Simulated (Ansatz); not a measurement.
# GaP: the cost of one run

Computed with Ansatz 0.2.0 (DFT LDA, scalar-relativistic, plane waves, PAW, unless a step's input says otherwise).

1 further run of the same task is left out (it didn't finish).

**1. Starting point**

It takes space group F-43m (No. 216, cubic). Conventional cell: a = 5.452 Å, b = 5.452 Å, c = 5.452 Å, α = 90.00°, β = 90.00°, γ = 90.00°. Ga (site symmetry -43m) is surrounded by 4 P at 2.36 Å. P (site symmetry -43m) is surrounded by 4 Ga at 2.36 Å.

Coordinates:

```xyz
2
Lattice="0.0000 2.7258 2.7258 2.7258 0.0000 2.7258 2.7258 2.7258 0.0000" Properties=species:S:1:pos:R:3 pbc="T T T"
Ga    0.0000    0.0000    0.0000
P     4.0887    4.0887    4.0887
```

Source of the structure: the Materials Project (structure only).

(A quick probe on a coarse mesh, which set the mesh and smearing, is not shown.)

**3. Full relaxation**

Input file input.yaml:

```yaml
crystal:
  lattice:
    - [0.0, 2.72581249, 2.72581249]
    - [2.72581249, 0.0, 2.72581249]
    - [2.72581249, 2.72581249, 0.0]
  atoms:
    - { symbol: Ga, position: [0.0, 0.0, 0.0] }
    - { symbol: P, position: [0.75, 0.75, 0.75] }
basis:
  ecutwfc: 420
kpoints:
  mp_grid: { grid: [8, 8, 8] }
hamiltonian:
  xc: lda
scf:
  occupations: { method: gaussian, width: 0.02 }
output:
  forces: true
  stress: true
  eigenvalues: true
  write_density: true
  write_potential: true
  elf: true
  volumetric_format: npy
relax:
  adjacent_minimum: "off"
  f_tol: 0.005
  max_steps: 80
  cell: { stress_tol: 0.05 }
```

Launch:

```sh
ansatz run input.yaml --threads 4 --pin off --max-ram 8192MiB --backend cpu --events-out ev --progress --plain --runs-dir out
```

**Question.** How long does this run take on 4 threads of Intel Xeon at 2.70GHz, shared host, and how much memory does it need?

About 7.4 s, with a peak of 0.36 GiB.
